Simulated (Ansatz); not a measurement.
The system is Hg3Pt.

```
Hg Pt
1.0
     4.34422    0.00000    0.00000
     0.00000    4.34422    0.00000
     0.00000    0.00000    4.34422
Hg Pt
3 1
Direct
  0.50000 0.50000 0.00000
  0.50000 0.00000 0.50000
  0.00000 0.50000 0.50000
  0.00000 0.00000 0.00000
```

The cell comes from a database or a generator and needn't be the stable form of this composition.

- Program: Ansatz 0.2.0
- Task: single point
- Functional: PBE
- Potentials or basis: Ansatz PAW
- Cutoff: 420 eV (not typed: the program's choice for these potentials)
- k mesh: 6 × 6 × 6
- Occupations: fermi-dirac, width 0.05 eV
- Spin: no spin polarisation

On this cell: pressure -1.3 GPa; largest force zero by symmetry; band gap on the k mesh none (metal or under the smearing width).

The same run follows on a disturbed copy (atoms moved at random, drawn with an rms of 0.05 Å):

```xyz
4
Lattice="4.3442 0.0000 0.0000 0.0000 4.3442 0.0000 0.0000 0.0000 4.3442" Properties=species:S:1:pos:R:3 pbc="T T T"
Hg    2.1573    2.2070   -0.0057
Hg    2.1322    0.0308    2.1572
Hg    0.0112    2.1599    2.1680
Pt    0.0136   -0.0086   -0.0555
```

Task: What changes?

Result: The energy (extrapolated to zero smearing) moves by +2.0 meV/atom; pressure -1.2 GPa; largest force 0.221 eV/Å; band gap on the k mesh none (metal or under the smearing width).

Forces in eV/Å, atoms in the order of the input:
```
Hg   0.127 -0.007  0.047
Hg   0.167 -0.050 -0.034
Hg  -0.205  0.066 -0.049
Pt  -0.089 -0.009  0.036
```

Stress tensor (GPa, compression positive):
```
-1.19 -0.08 -0.05
-0.08 -1.17 -0.01
-0.05 -0.01 -1.20
```
